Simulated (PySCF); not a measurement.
# C4H3FOSi: the cost of one run

Programs: PySCF 2.14.0, with density-fitted response routines of our own. Each step states its level of theory. These are calculated values for one molecule in the gas phase, unless marked as measured. Atoms count from 0, in the outputs and in this text.

## (1) Starting geometry

10 atoms, charge 0, multiplicity 1; geometry from: GFN2-xTB. The atoms were then displaced at random by about 0.01 Å, so the start is not that level's minimum.

Bonds of the start (Å): C0–C1 1.23, C1–Si2 1.86, Si2–C3 1.89, C3–F4 1.36, C3–C5 1.30, C5–O6 1.16, C0–H7 1.05, Si2–H8 1.44, Si2–H9 1.46.

## (2) Relaxing the molecule at PBE0-D3(BJ)/def2-SVP

What the job is given:

```
{"job": {"xc": "PBE0", "basis": "def2-SVP", "d3": "d3bj", "grid": 1, "shake": 0.01, "kind": "geom"}, "charge": 0, "multiplicity": 1}
C      2.513260    -0.751430     0.825640
C      1.396950    -0.765770     0.311760
Si    -0.308450    -0.799910    -0.440200
C     -1.181040     0.729200     0.237890
F     -1.558510     0.669960     1.547930
C     -1.459790     1.732610    -0.542580
O     -1.568940     2.490250    -1.412380
H      3.464370    -0.690890     1.255620
H     -0.221270    -0.664810    -1.866410
H     -1.026140    -1.970140     0.061680
```

Run with:

```console
> OMP_NUM_THREADS=1 python probes_run.py task.json out
```

The driver reads the jobs from task.json and runs them one after another.

Q: Estimate the wall time and peak memory of this first job on 1 thread of Arm Neoverse V1, shared host.

About 86 s, with a peak of 0.5 GiB.
